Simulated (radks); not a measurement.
**Zn²⁺ in [Ar] 3d10: an all-electron calculation**

An exercise on one series of results from a longer session: the logs are not shown, and one member is left open.

Program: radks (a radial shooting solver on a logarithmic mesh, Libxc functionals) version 1. Level of theory: Dirac Kohn-Sham, PBEsol, spin-unpolarised, spherical densities, point nucleus. These are calculated values, not measurements, unless marked.

### The system

| Quantity | Value |
| --- | --- |
| element | zinc (Z = 30) |
| charge | +2 |
| electrons | 28 |
| configuration | [Ar] 3d10 |

The outer shells:

Zn²⁺
```
[Ar] core
3d [↑↓][↑↓][↑↓][↑↓][↑↓]
```

Set-up of the first run:

The run's settings:

```text
Z 30
configuration [Ar] 3d10
relativity Dirac
functional pbe_sol,pbe_sol
spin unpolarised
j_filling energy
nucleus point
c 137.035999084
```

One table of the session follows, with a row left open; its other results are not shown here.

It belongs to the step «Radial structure». Sizes of the orbitals, from the radial functions (bohr):

```
level      <r>  outermost maximum (interpolated)  90 % within  nodes
1s1/2  0.05033                            0.0329       0.0899      0
2s1/2   0.2261                             0.189        0.350      1
2p1/2   0.1960                             0.150        0.321      0
2p3/2   0.1994                             0.153        0.326      0
3s1/2   0.6822                             0.589         1.02      2
3p1/2        ?                                 ?            ?      ?
3p3/2   0.7180                             0.596         1.11      1
3d3/2   0.8756                             0.565         1.52      0
3d5/2   0.8821                             0.568         1.54      0
```

**Question.** Estimate the row for 3p1/2.

The run gave: <r>: 0.7071; outermost maximum (interpolated): 0.587; 90 % within: 1.09; nodes: 1. In the column «<r>» it lies between 3s1/2 (0.6822) and 3p3/2 (0.7180).
